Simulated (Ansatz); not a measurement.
# CoSi2 (fluorite type): the cost of one run

Computed with Ansatz 0.2.0 (DFT PBEsol, with the methods named in each step, unless a step's input says otherwise).

### 1 The structure to begin with

It takes space group Fm-3m (No. 225, cubic). The conventional cell has a = 5.294 Å, b = 5.294 Å, c = 5.294 Å, α = 90.00°, β = 90.00°, γ = 90.00°. Co (site symmetry m-3m) is surrounded by 8 Si at 2.29 Å. Si (site symmetry -43m) has 4 Co at 2.29 Å in its first shell of neighbours.

As a file:

```
CELL_PARAMETERS angstrom
0.00000 2.64703 2.64703
2.64703 0.00000 2.64703
2.64703 2.64703 0.00000
ATOMIC_POSITIONS crystal
Co 0.00000 0.00000 0.00000
Si 0.25000 0.25000 0.25000
Si 0.75000 0.75000 0.75000
```

Whether this phase is the stable one at these pressures isn't tested.

Atoms are numbered in the order of the input: Co1, Si2, Si3.

### 2 Cell relaxed at zero pressure, PAW

Contents of input.yaml:

```yaml
crystal:
  lattice:
    - [0.0, 2.647034466, 2.647034466]
    - [2.647034466, 0.0, 2.647034466]
    - [2.647034466, 2.647034466, 0.0]
  atoms:
    - { symbol: Co, position: [0.0, 0.0, 0.0] }
    - { symbol: Si, position: [0.25, 0.25, 0.25] }
    - { symbol: Si, position: [0.75, 0.75, 0.75] }
kpoints:
  mp_grid: { grid: [11, 11, 11] }
scf:
  occupations: { method: fermi_dirac, width: 0.1 }
hamiltonian:
  xc: pbesol
  pseudopotentials: { kind: paw }
output:
  forces: true
  stress: true
  write_density: true
  write_potential: true
  elf: true
  volumetric_format: npy
relax:
  f_tol: 0.005
  max_steps: 40
  cell: {}
```

Launch:

```console
> ansatz run input.yaml --threads 1 --pin off --max-ram 3072MiB --backend cpu --events-out ev --progress --plain --runs-dir out
```

**Question.** How long does this run take on 1 thread of Arm Neoverse V1, shared host, and how much memory does it need?

About 11 s, with a peak of 0.34 GiB.
